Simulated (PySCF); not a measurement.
# GdH4N2 (Gd(NH2)2+): the cost of one run

Program: PySCF 2.14.0. Level of theory: TPSS, Gd lcecp-1-SVP with ECP53, N def2-SVP, H def2-SVP; scalar-relativistic core potentials, no spin–orbit coupling. These are calculated values, not measurements.

4 further runs of the same task are left out: 2 for a known fault of the program, 1 that didn't finish, 1 set aside as unsound or not needed.

## (1) Starting geometry

7 atoms, charge 1, spin multiplicity 1.

Bond lengths: Gd1–N2 2.279 Å, Gd1–N5 2.279 Å, N2–H3 1.018 Å, N2–H4 1.018 Å, N5–H6 1.018 Å, N5–H7 1.018 Å. Angles: N2–Gd1–N5 180.0°, Gd1–N2–H3 125.4°, Gd1–N2–H4 125.4°, H3–N2–H4 109.2°, Gd1–N5–H6 125.4°, Gd1–N5–H7 125.4°, H6–N5–H7 109.2°.

Geometry (Å):

```xyz
7

Gd    0.0000    0.0000    0.0000
N     0.0000    0.0000    2.2792
H     0.5869    0.5869    2.8692
H    -0.5869   -0.5869    2.8692
N     0.0000    0.0000   -2.2792
H     0.5869   -0.5869   -2.8692
H    -0.5869    0.5869   -2.8692
```

Formal oxidation states: Gd +3. Each metal's 7 4f electrons lie in its core potential, so multiplicities, spins and levels count the valence alone.

## (2) SCF at the start, singlet

Contents of run.py (the lines that set the calculation):

```python
mol = gto.M(atom='''
Gd     0.00000     0.00000     0.00000
N      0.00000     0.00000     2.27920
H      0.58690     0.58690     2.86920
H     -0.58690    -0.58690     2.86920
N      0.00000     0.00000    -2.27920
H      0.58690    -0.58690    -2.86920
H     -0.58690     0.58690    -2.86920''',
    basis={'Gd': 'lcecp-1-SVP', 'N': 'def2-SVP', 'H': 'def2-SVP'},
    ecp={'Gd': 'lcecp-1-SVP'},
    charge=1, spin=0)
mf = dft.RKS(mol, xc='TPSS')
mf.grids.atom_grid = (50, 194)  # f atoms: unpruned, at least (60, 302)
mf = mf.density_fit()  # fitting sets: Gd AutoAux, N def2-universal-JKFIT, H def2-universal-JKFIT
mf.conv_tol = 1e-08; mf.max_cycle = 55
mf.kernel(dm0)  # dm0: free metal ions and neutral atoms
```

Command:

```bash
OMP_NUM_THREADS=2 python run.py
```

Q: Estimate wall time and peak memory on 2 threads of Intel Xeon at 2.50GHz (Skylake/Cascade Lake), shared host.

About 11 s, with a peak of 0.49 GiB.
